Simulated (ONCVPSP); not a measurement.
**P: generating and testing an ONCV potential**

Do these settings give a usable potential? It is generated, then checked for transferability, scattering, ghosts and hardness.

Program: ONCVPSP 4.0.1.1 (patched build). Reference atom: PBE, scalar-relativistic, spherical and spin-unpolarised. All values are calculated.

### 1 The design

Typed settings, in words:

* element: phosphorus (P, Z = 15)
* type: optimised norm-conserving Vanderbilt (ONCV)
* frozen core: [He]
* valence charge: 13
* reference configuration: 2s2 2p6 3s2 3p3
* partial waves: 2s+3s: rc 0.70 bohr, ncon 4, nbas 7, qcut 18.3 1/bohr, 2 projectors; 2p+3p: rc 0.95 bohr, ncon 3, nbas 6, qcut 13.7 1/bohr, 3 projectors, debl 3.9 Ha; d scattering state at 0.05 Ha: rc 0.95 bohr, ncon 5, nbas 8, qcut 9.8 1/bohr, 1 projector
* local potential: polynomial inside 0.65 bohr (lpopt 4, dvloc0 0 Ha)
* core correction: not asked for

### 2 Generating the potential

Contents of P.dat:

```
# ATOM AND REFERENCE CONFIGURATION
# atsym  z   nc   nv     iexc    psfile
  P 15.00    1    4        4      upf
#
#   n    l    f
    1    0    2.00
    2    0    2.00
    2    1    6.00
    3    0    2.00
    3    1    3.00
#
# PSEUDOPOTENTIAL AND OPTIMIZATION
# lmax
    2
#
#   l,   rc,      ep,       ncon, nbas, qcut
    0    0.70    0.00    4    7   18.30
    1    0.95    0.00    3    6   13.70
    2    0.95    0.05    5    8    9.80
#
# LOCAL POTENTIAL
# lloc, lpopt,  rc(5),   dvloc0
    4    4    0.65    0.00
#
# VANDERBILT-KLEINMAN-BYLANDER PROJECTORs
# l, nproj, debl
    0    2    3.40
    1    3    3.90
    2    1    2.40
#
# MODEL CORE CHARGE
# icmod, fcfact, rcfact
    0    0.00    0.00
#
# LOG DERIVATIVE ANALYSIS
# epsh1, epsh2, depsh
   -8.00    5.00    0.04
#
# OUTPUT GRID
# rlmax, drl
    6.00    0.01
#
# TEST CONFIGURATIONS
# ncnf
    4
# nvcnf
#   n    l    f
    4
    2    0    2.00
    2    1    6.00
    3    0    2.00
    3    1    2.00
#
    4
    2    0    2.00
    2    1    6.00
    3    0    2.00
    3    1    1.00
#
    4
    2    0    2.00
    2    1    6.00
    3    0    2.00
    3    1    0.00
#
    4
    2    0    2.00
    2    1    6.00
    3    0    1.00
    3    1    0.00
#
```

Command:

```console
$ oncvpsp.x < P.dat > P.out
```

Before running it: what results should come out? Wanted: cutoffs for 1 and 0.1 mHa per electron, occupied waves; bound ghosts; GHOST(+) flags; largest test error; largest phase difference near zero energy, channels read.

The runs gave:

```
                                                quantity                         value
  cutoffs for 1 and 0.1 mHa per electron, occupied waves             111 Ha and 132 Ha
                                            bound ghosts                    none found
                                          GHOST(+) flags            none at low energy
                            largest test error (AE − PS)  +10 meV, for 2s2 2p6 3s2 3p0
largest phase difference near zero energy, channels read                     0.000 rad
```

In words: The worst unpolarised test, 2s2 2p6 3s2 3p0, is off by 10 meV on 58.6 eV; by total energies transferability rates as good. The potential is very hard: the looser tolerance needs 111 Ha. At the looser tolerance the 2s wave is the slowest; 3s needs 93 Ha. The program's ghost test flags no bound state. Near zero energy the phases of the channels with partial waves agree within 0.001 rad. All of this concerns the isolated atom, not yet a solid.
